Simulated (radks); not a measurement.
# Excited configurations of Gd³⁺

Aim: excitation energies and quantum defects of the outer electron of Gd³⁺, by total-energy differences.

Method: scalar-relativistic Kohn-Sham, SCAN, spin-polarised, spherical densities, finite nucleus; open shells are filled with parallel spins first. Code: radks (a radial shooting solver on a logarithmic mesh, Libxc functionals) version 1.

## (1) Starting point

```
element            : gadolinium (Z = 64)
charge             : +3
electrons          : 61
configuration      : [Xe] 4f7
nuclear rms radius : 5.1569 fm
```

Outer shells as boxes (Hund's rule):

Gd³⁺
```
[Xe] core
4f [↑ ][↑ ][↑ ][↑ ][↑ ][↑ ][↑ ]
```

## (2) Ground configuration: [Xe] 4f7

Settings of this run:

```text
Z 64
configuration [Xe] 4f7
relativity scalar-relativistic
functional scan,scan
spin polarised
nucleus finite rms 5.1569 fm
c 137.035999084
```

## (3) The ion: [Xe] 4f6

Settings, as their differences from step 2:

```diff
@@ -1,3 +1,3 @@
 Z 64
-configuration [Xe] 4f7
+configuration [Xe] 4f6
 relativity scalar-relativistic
```

## (4) Outer electron in 5f: [Xe] 4f6 5f1

Settings, as their differences from step 3:

```diff
@@ -1,3 +1,3 @@
 Z 64
-configuration [Xe] 4f6
+configuration [Xe] 4f6 5f1
 relativity scalar-relativistic
```

## (5) Outer electron in 6d: [Xe] 4f6 6d1

Settings, as their differences from step 4:

```diff
@@ -1,3 +1,3 @@
 Z 64
-configuration [Xe] 4f6 5f1
+configuration [Xe] 4f6 6d1
 relativity scalar-relativistic
```

## (6) Outer electron in 6f: [Xe] 4f6 6f1

Settings, as their differences from step 5:

```diff
@@ -1,3 +1,3 @@
 Z 64
-configuration [Xe] 4f6 6d1
+configuration [Xe] 4f6 6f1
 relativity scalar-relativistic
```

## (7) Outer electron in 7d: [Xe] 4f6 7d1

Settings, as their differences from step 6:

```diff
@@ -1,3 +1,3 @@
 Z 64
-configuration [Xe] 4f6 6f1
+configuration [Xe] 4f6 7d1
 relativity scalar-relativistic
```

## (8) Outer electron in 7f: [Xe] 4f6 7f1

Settings, as their differences from step 7:

```diff
@@ -1,3 +1,3 @@
 Z 64
-configuration [Xe] 4f6 7d1
+configuration [Xe] 4f6 7f1
 relativity scalar-relativistic
```

**Question.** What will these runs give? Wanted: for each run, outer orbital; excitation; binding; n*; quantum defect; <r>.

As calculated:

```tsv
outer orbital	excitation (eV)	binding (eV)	n*	quantum defect	<r> (bohr)
5f	31.776	14.070	3.933	1.067	4.173
6d	30.274	15.572	3.739	2.261	4.684
6f	36.651	9.195	4.866	1.134	7.388
7d	36.194	9.652	4.749	2.251	7.904
7f	39.423	6.423	5.822	1.178	11.35
```

In words: Binding is E(ion) − E, and n* = 4/√(2·binding) in atomic units. The Δ-SCF energy to the ion that was run is 45.846 eV (NIST's first ionisation energy, to the ion's ground state: 44.4 eV, semi-empirical). Mean quantum defects: f 1.13, d 2.26. They fall with l, since high-l orbitals stay out of the core. Self-interaction in the functional shifts them, so they are the method's values and not measured ones. Open shells are spherical and high-spin; term and fine-structure splittings are not resolved. Spin-orbit splitting is averaged out at the scalar-relativistic level.
